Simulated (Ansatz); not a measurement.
# ZnHO radical (SMILES [O][ZnH]): functionals against CCSD(T) at one geometry

The task here is to estimate one member of a computed series from the others.

Computed with Ansatz 0.2.0, Gaussian basis. Level: single points in def2-TZVPP.

Cores are frozen in the correlated methods. The 3s and 3p shells of Cu and Zn are frozen; filled d shells are correlated. Orbitals are unrestricted. B3LYP uses VWN-RPA correlation.

## Where the work starts

SMILES `[O][ZnH]`, 3 atoms, charge 0, spin multiplicity 2.

Atoms are counted from 1 here; the program's logs count them from 0.

Bond lengths: O1–Zn2 1.612 Å, Zn2–H3 1.575 Å. Angles: O1–Zn2–H3 133.9°.

Geometry (Å):

```xyz
3
charge 0, multiplicity 2
O    -1.2032    0.6071   -0.6060
Zn    0.2201    0.3216    0.0956
H     1.0242   -0.9877    0.4415
```

Set-up of the first run:

File run/in.yaml:

```yaml
crystal:
  periodic: [false, false, false]
  atoms:
    - {symbol: O, position_ang: [-1.203200, 0.607100, -0.606000]}
    - {symbol: Zn, position_ang: [0.220100, 0.321600, 0.095600]}
    - {symbol: H, position_ang: [1.024200, -0.987700, 0.441500]}
basis:
  gaussian: {orbitals: def2-TZVPP}
magnetization: {spin_polarized: true, initial_magnetization: 1}
correlation: {method: ccsd_t, frozen_orbitals: {H: 0, O: 1, Zn: 9}}
scf: {omitted_lower_state_checks: [cluster_reference]}
output: {forces: true}
```

No record of the launch command was kept for these runs.

Steps of the session up to this table: CCSD(T)/def2-TZVPP; PBE0-D4/def2-TZVPP; wB97M-V/def2-TZVPP; r2SCAN-D4/def2-TZVPP; PBE-D4/def2-TZVPP; B3LYP-D4/def2-TZVPP; HSE06-D4/def2-TZVPP.

One table of the session follows, with a row left open; its other results are not shown here.

| method | RMS force component (eV/Å) | angle to CCSD(T) forces (°) | dipole (D) |
| --- | --- | --- | --- |
| CCSD(T) | 3.071 | reference | 2.61 |
| PBE0-D4 | 2.890 | 0.6 | 2.58 |
| wB97M-V | ? | ? | ? |
| r2SCAN-D4 | 2.657 | 2.2 | 2.52 |
| PBE-D4 | 2.554 | 0.4 | 2.56 |
| B3LYP-D4 | 2.939 | 0.3 | 2.56 |
| HSE06-D4 | 2.886 | 0.6 | 2.58 |

Estimate the missing values for wB97M-V.

The run gave: RMS force component (eV/Å): 3.025; angle to CCSD(T) forces (°): 0.6; dipole (D): 2.59. In the column «RMS force component (eV/Å)» it lies between B3LYP-D4 (2.939) and CCSD(T) (3.071).
